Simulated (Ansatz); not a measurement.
# CuO: the cost of one run

Program: Ansatz 0.2.0. Level of theory: DFT PBEsol+U (U_eff = 4 eV on Cu d), plane waves, PAW. These are calculated values, not measurements.

2 further runs of the same task are left out: 2 that didn't finish.

## (1) The starting structure

It takes space group P4/nmm (No. 129, tetragonal). The conventional cell has a = 3.175 Å, b = 3.175 Å, c = 4.650 Å, α = 90.00°, β = 90.00°, γ = 90.00°. Around Cu (site symmetry -4m2) lie 4 O at 2.02 Å and 4 Cu at 2.25 Å. O (site symmetry 4mm) has 4 Cu at 2.02 Å as nearest neighbours.

Structure file:

```
CELL_PARAMETERS angstrom
3.17550 0.00000 4.64953
0.00000 3.17550 4.64953
0.00000 0.00000 9.29906
ATOMIC_POSITIONS crystal
Cu 0.00000 0.00000 0.00000
Cu 0.50000 0.50000 0.50000
O 0.50000 0.00000 0.88350
O 0.00000 0.50000 0.11650
Cu 0.00000 0.00000 0.50000
Cu 0.50000 0.50000 0.00000
O 0.50000 0.00000 0.38350
O 0.00000 0.50000 0.61650
```

An earlier series on this cell reached its lowest free state from «ferromagnetic start, free, natural orbitals of the symmetric run filled by rank», perhaps among other starts.

## (2) Total moment locked at zero, no site moments, 0.00 μB per cell

Contents of input.yaml:

```yaml
crystal:
  lattice:
    - [3.1754955, 0.0, 4.64953187]
    - [0.0, 3.1754955, 4.64953187]
    - [0.0, 0.0, 9.29906374]
  atoms:
    - { symbol: Cu, position: [0.0, 0.0, 0.0] }
    - { symbol: Cu, position: [0.5, 0.5, 0.5] }
    - { symbol: O, position: [0.5, 0.0, 0.8835] }
    - { symbol: O, position: [0.0, 0.5, 0.1165] }
    - { symbol: Cu, position: [0.0, 0.0, 0.5] }
    - { symbol: Cu, position: [0.5, 0.5, 0.0] }
    - { symbol: O, position: [0.5, 0.0, 0.3835] }
    - { symbol: O, position: [0.0, 0.5, 0.6165] }
basis:
  ecutwfc: 420
  ecutrho_ratio: 4
kpoints:
  mp_grid: { grid: [6, 6, 6] }
hamiltonian:
  xc: pbesol
  hubbard:
    sites:
      - { site: 0, l: d, u_eff: 4.0 }
      - { site: 1, l: d, u_eff: 4.0 }
      - { site: 4, l: d, u_eff: 4.0 }
      - { site: 5, l: d, u_eff: 4.0 }
scf:
  occupations: { method: gaussian, width: 0.05 }
  lower_state_search: "off"
  max_iter: 150
output:
  forces: true
  stress: true
  eigenvalues: true
  populations: true
  hubbard:
    sites:
      - { site: 0, l: d }
      - { site: 1, l: d }
      - { site: 4, l: d }
      - { site: 5, l: d }
magnetization:
  spin_polarized: true
  initial_magnetization: 0.0
  spin_locking: { lock_magnetization: hard }
```

The lock stays on to the end, so the result is a constrained state.

On the command line:

```sh
$ ansatz run input.yaml --threads 4 --pin off --max-ram 6144MiB --backend cpu --events-out ev --progress --plain --runs-dir out
```

Q: Estimate wall time and peak memory on 4 threads of Arm Neoverse V1, shared host.

About 5.5 s, with a peak of 0.65 GiB.
